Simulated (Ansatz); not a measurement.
## GaSb, space group F-43m: a point defect in a supercell

Program: the Python package of Ansatz (0.2.0).

`gasb.extxyz`
```text
2
Lattice="0.0 3.059 3.059 3.059 0.0 3.059 3.059 3.059 0.0" Properties=species:S:1:pos:R:3 pbc="T T T"
Ga    0.00000000    0.00000000    0.00000000
Sb    1.52950000    1.52950000    1.52950000
```

Script `gasb_defect.py`:
```python
import warnings

import ansatz
import numpy as np


def main() -> None:
    warnings.simplefilter("ignore", ansatz.DeckWarning)

    system = ansatz.Crystal.from_extxyz("gasb.extxyz")
    host = system.supercell(2, 2, 2)
    defective = host.substitution("B", at=(0.0, 0.0, 0.0), replaces="Ga")

    def with_settings(structure):
        return (
            structure.calculation()
            .functional("pbe")
            .kpoints(2)
            .occupations("fermi_dirac", width=0.02)
            .band_table()
        )


    perfect = with_settings(host).run().report
    calculation = (
        with_settings(defective)
        .relax(force_tolerance=0.02, max_steps=25)
    )
    out = calculation.run()
    r = out.report

    n_host, n_defect = len(perfect["lattice"]["sites"]), len(r["lattice"]["sites"])
    print(f"perfect cell: {n_host} atoms, F = {perfect['free_energy_ev']:.4f} eV")
    print(f"defect cell:  {n_defect} atoms, F = {r['free_energy_ev']:.4f} eV")
    print(f"difference {r['free_energy_ev'] - perfect['free_energy_ev']:.4f} eV (no chemical potentials)")

    for label, run in (("perfect", perfect), ("defect", r)):
        levels, filled = np.array(run["eigenvalues_ev"][0]), np.array(run["occupations"][0])
        top = int(np.argmin(np.abs(levels - run["fermi_energy_ev"])))
        window = slice(max(top - 3, 0), top + 4)
        print(label, "levels near E_F at the first k-point:", ", ".join(f"{e - run['fermi_energy_ev']:.2f} ({f:.2f})" for e, f in zip(levels[window], filled[window])))

    for site in out.lattice.sites:
        print(f"{site.symbol:2s}", " ".join(f"{v:8.4f}" for v in site.position_ang))


if __name__ == "__main__":
    main()
```

Running `python gasb_defect.py` prints:
```text
perfect cell: 16 atoms, F = -82141.0002 eV
defect cell:  16 atoms, F = -78512.1077 eV
difference 3628.8926 eV (no chemical potentials)
perfect levels near E_F at the first k-point: -0.03 (1.65), -0.03 (1.65), -0.03 (1.65), -0.00 (1.05), 0.37 (0.00), 0.37 (0.00), 0.37 (0.00)
defect levels near E_F at the first k-point: -0.42 (2.00), -0.01 (1.33), -0.01 (1.33), -0.01 (1.33), 0.29 (0.00), 0.29 (0.00), 0.29 (0.00)
B    0.0000  -0.0000  -0.0000
Sb   1.3991   1.3991   1.3991
Ga   3.0590   3.0590   0.0135
Sb   4.7189   4.7189   1.3991
Ga   3.0590   0.0135   3.0590
Sb   4.7189   1.3991   4.7189
Ga   6.1045   3.0590   3.0590
Sb   7.6505   4.5855   4.5855
Ga   0.0135   3.0590   3.0590
Sb   1.3991   4.7189   4.7189
Ga   3.0590   6.1045   3.0590
Sb   4.5855   7.6505   4.5855
Ga   3.0590   3.0590   6.1045
Sb   4.5855   4.5855   7.6505
Ga   6.1180   6.1180   6.1180
Sb   7.6505   7.6505   7.6505
```

Reading the output:
- Total energies depend on the potentials; only differences at equal settings carry meaning. A total without «per atom» is that of the whole cell that was run.
- The computed bands are complete only to about 3.7 eV above the Fermi level.
- The gap on the mesh is very small: such values hang on mesh and functional, which can close or open them.
- Of the deposited cell: the entry's cell lengths or inner coordinates differ somewhat from later room-temperature determinations.
- The difference holds no chemical potentials.
- Each cell's levels count from its own Fermi level and aren't aligned; one k-point can hide that the defect cell is metallic.
- The structure is a deposited one; some such entries were measured under pressure or heat, so a shift against it needn't be the functional's error alone.
- Gaps and levels are Kohn-Sham values on a finite set of k-points, without spin-orbit coupling.
- The supercell is small, so the defect meets its images and the energies aren't those of an isolated defect; a partly filled defect level may also lower its energy by spin or distortion. For a charged cell the difference holds no correction, alignment or term for the electrons' reservoir.
- Finished in 47 s on 1 thread of Arm Neoverse V2 (shared host), peak memory 0.89 GiB.
